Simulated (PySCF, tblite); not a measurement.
# C₄H₁₃FOSi₂: geometry, infrared bands and NMR shifts

What infrared bands and NMR shifts should C₄H₁₃FOSi₂ (`COC[Si@@H]([SiH3])CCF`) show?

Programs: tblite 0.8.0 and PySCF 2.14.0, with density-fitted response routines of our own. Each step states its level of theory. These are calculated values for one molecule in the gas phase, unless marked as measured. Atoms are numbered from 0 throughout.

## Step 1: Starting geometry

21 atoms, charge 0, multiplicity 1; geometry from: force field or distance geometry start.

Bonds of the start (Å): C0–O1 1.41, O1–C2 1.42, C2–Si3 1.87, Si3–Si4 2.31, Si3–C5 1.88, C5–C6 1.52, C6–F7 1.37, C0–H8 1.10, C0–H9 1.09, C0–H10 1.10, C2–H11 1.11, C2–H12 1.09, Si3–H13 1.48, Si4–H14 1.49, Si4–H15 1.49, Si4–H16 1.49, C5–H17 1.10, C5–H18 1.10, C6–H19 1.10, C6–H20 1.10.

## Step 2: Optimising the geometry with GFN2-xTB

Job settings and geometry (Å):

```
{"job": {"kind": "relax", "xc": "GFN2-xTB", "basis": "xTB"}, "charge": 0, "multiplicity": 1}
C     -2.856400    -1.135000     0.376300
O     -1.510800    -0.706200     0.344400
C     -1.196800     0.057400    -0.811800
Si     0.552700     0.715700    -0.934200
Si     0.793500     2.413600     0.607700
C      1.802300    -0.655600    -0.659200
C      1.866400    -1.250800     0.734800
F      2.435900    -0.344000     1.587000
H     -3.022300    -1.722400     1.286100
H     -3.089500    -1.762000    -0.486400
H     -3.536400    -0.267900     0.394500
H     -1.902200     0.906200    -0.868200
H     -1.389400    -0.568600    -1.683900
H      0.760900     1.253400    -2.301500
H      2.161100     2.999400     0.523600
H      0.516700     1.965000     2.001300
H     -0.170400     3.502300     0.275700
H      1.584500    -1.460600    -1.371900
H      2.797400    -0.257800    -0.905100
H      2.511100    -2.139600     0.750400
H      0.882900    -1.525600     1.140100
```

The run is started by

```
$ OMP_NUM_THREADS=1 python probes_run.py task.json out
```

One launch serves the whole session: the jobs run in the order shown.

**Question.** This job is followed by: GFN2-xTB harmonic vibrations, gas phase; GIAO PBE0/pcSseg-1 NMR shielding, non-relativistic, gas phase. Predict these results of the whole session: strongest single infrared mode (GFN2-xTB); zero-point energy (GFN2-xTB); 13C shifts against TMS (PBE0/pcSseg-1); 1H shifts against TMS (PBE0/pcSseg-1, means over atoms taken as alike); 17O shifts against H2O (PBE0/pcSseg-1); 29Si shifts against TMS (PBE0/pcSseg-1); 19F shifts against CFCl3 (PBE0/pcSseg-1).

**Answer**, as computed:

| quantity | value |
| --- | --- |
| strongest single infrared mode (GFN2-xTB) | 766 cm⁻¹, 495 km/mol |
| zero-point energy (GFN2-xTB) | 98.8 kcal/mol |
| 13C shifts against TMS (PBE0/pcSseg-1) | 84.9, 69.5, 65.5, 21.0 ppm |
| 1H shifts against TMS (PBE0/pcSseg-1, means over atoms taken as alike) | 5.13, 5.05, 4.19, 3.53, 3.46, 3.46, 3.31, 1.47, 0.95 ppm |
| 17O shifts against H2O (PBE0/pcSseg-1) | 11.6 ppm |
| 29Si shifts against TMS (PBE0/pcSseg-1) | -49.2, -117.2 ppm |
| 19F shifts against CFCl3 (PBE0/pcSseg-1) | -245.5 ppm |

What this shows: The optimisation took 110 steps and gained 0.227 eV; among the close pairs (by a distance rule), C2–Si3 changed most, from 1.873 to 1.919 Å. All 57 modes are real, so the xTB geometry is a minimum. The strongest single mode, at 766 cm⁻¹, is spread over many atoms; the largest shares are those of H15, H14. GFN2-xTB is a fitted tight-binding method: band positions and strengths are rough. Its intensities can rank the bands wrongly. The most deshielded carbon is C6 (sp3 CH2 bonded to F), at 84.9 ppm: pulled downfield by the heteroatom.
